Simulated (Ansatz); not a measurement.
# C2H8SiSn: up Jacob's ladder to CCSD(T)

Aim: compute C2H8SiSn with functionals from several rungs and with coupled cluster, and see how far each lands from CCSD(T) at the basis-set limit for the atomisation energy.

The runs use Ansatz 0.2.0, Gaussian basis; functionals in def2-TZVPP, the program's frozen cores in correlated methods.

Plan: PBE-D4, r2SCAN-D4, PBE0-D4, B3LYP-D4, ωB97X-V, ωB97M-V, B2PLYP; CCSD(T)/def2-TZVPP; MP2/def2-QZVPP; extrapolation to the limit.

**1. The geometry**

All runs share one geometry, relaxed beforehand with PBE0-D4 in a triple-zeta def2 set. Sn takes the def2 core potential; no spin-orbit term is included.

12 atoms, charge 0, spin multiplicity 1.

Atoms are counted from 1 here; the program's logs count them from 0.

Bond lengths: C1–Si2 1.890 Å, C1–Sn4 2.175 Å, C1–H5 1.090 Å, C1–H6 1.090 Å, Si2–C3 1.890 Å, Si2–H7 1.491 Å, Si2–H8 1.491 Å, C3–Sn4 2.175 Å, C3–H9 1.090 Å, C3–H10 1.090 Å, Sn4–H11 1.709 Å, Sn4–H12 1.709 Å. Angles: Si2–C1–Sn4 89.3°, Si2–C1–H5 115.5°, Si2–C1–H6 115.4°, Sn4–C1–H5 113.6°, Sn4–C1–H6 113.5°, H5–C1–H6 108.7°, C1–Si2–C3 98.8°, C1–Si2–H7 112.4°, C1–Si2–H8 112.4°, C3–Si2–H7 112.4°, C3–Si2–H8 112.4°, H7–Si2–H8 108.3°, Si2–C3–Sn4 89.3°, Si2–C3–H9 115.4°, Si2–C3–H10 115.4°, Sn4–C3–H9 113.5°, Sn4–C3–H10 113.6°, H9–C3–H10 108.7° and more.

Coordinates:

```csv
atom,x (Å),y (Å),z (Å)
C1,-0.50719,0.15364,-1.33231
Si2,1.13237,0.54443,-0.47677
C3,0.70592,-0.07056,1.25896
Sn4,-1.27160,-0.62920,0.54711
H5,-0.45547,-0.59192,-2.12632
H6,-1.06062,1.01791,-1.70081
H7,1.45330,2.00001,-0.50113
H8,2.27707,-0.19841,-1.07688
H9,0.68876,0.69447,2.03578
H10,1.29594,-0.91575,1.61466
H11,-1.61017,-2.30386,0.56078
H12,-2.57130,0.24395,1.23104
```

**2. PBE-D4 (GGA)**

in.yaml

```yaml
crystal:
  periodic: [false, false, false]
  atoms:
    - {symbol: C, position_ang: [-0.507194, 0.153641, -1.332315]}
    - {symbol: Si, position_ang: [1.132365, 0.544428, -0.476771]}
    - {symbol: C, position_ang: [0.705918, -0.070563, 1.258958]}
    - {symbol: Sn, position_ang: [-1.271599, -0.629196, 0.547107]}
    - {symbol: H, position_ang: [-0.455472, -0.591918, -2.126321]}
    - {symbol: H, position_ang: [-1.060617, 1.017913, -1.700809]}
    - {symbol: H, position_ang: [1.453296, 2.000007, -0.501134]}
    - {symbol: H, position_ang: [2.277068, -0.198411, -1.076879]}
    - {symbol: H, position_ang: [0.688763, 0.694466, 2.035781]}
    - {symbol: H, position_ang: [1.295937, -0.915752, 1.614659]}
    - {symbol: H, position_ang: [-1.610168, -2.303864, 0.560779]}
    - {symbol: H, position_ang: [-2.571296, 0.243949, 1.231044]}
basis:
  gaussian: {orbitals: def2-TZVPP}
hamiltonian: {xc: pbe, dispersion: d4}
output: {forces: true, orbitals: {seedname: orbitals}}
```

Launch:

```
$ ansatz run in.yaml --threads 4 --pin off --events-out ev --progress --plain --max-ram 10444MiB
```

Further steps of the session: r2SCAN-D4 (meta-GGA); PBE0-D4 (hybrid); B3LYP-D4 (hybrid); ωB97X-V (range-separated); ωB97M-V (range-separated); B2PLYP (double hybrid); CCSD(T) in def2-TZVPP; MP2 in def2-QZVPP.

Q: Predict the results of all the runs planned. Wanted: atomisation energy, CCSD(T)/CBS; farthest; mean size of error, hybrid; mean size of error, range-separated; gap, smallest and largest; T1 diagnostic; triples share of the correlation energy.

**Answer**, as computed:

| quantity | value |
| --- | --- |
| atomisation energy, CCSD(T)/CBS | 41.039 eV |
| functionals within 0.410 eV (1.0 %) | PBE-D4, r2SCAN-D4, PBE0-D4, ωB97X-V, ωB97M-V |
| farthest | B2PLYP (-0.867 eV) |
| mean size of error, hybrid | 0.373 eV |
| mean size of error, range-separated | 0.107 eV |
| gap, smallest and largest | 5.18 eV (PBE-D4), 11.00 eV (ωB97X-V) |
| T1 diagnostic | 0.0120 |
| triples share of the correlation energy | 3.6 % |

**Reading.** PBE-D4 misses by -0.096 eV. Double hybrids carry the basis error of their MP2 part in triple zeta, and no dispersion term here, so their miss is partly the set-up's. Misses under about 0.410 eV are within the doubt on the reference itself, which lacks core-valence correlation, spin-orbit coupling and higher excitations, and its outer-core shells are covered unevenly. All levels share the lack of spin-orbit coupling, which lowers the free heavy atoms and so the true binding. Hartree-Fock recovers 74 % of the binding; the rest is correlation. The gap grows from 5.2 to 11.0 eV across the functionals, mostly with the share of exact exchange. Correlated methods include outer-core shells of Sn, which these sets cover unevenly.
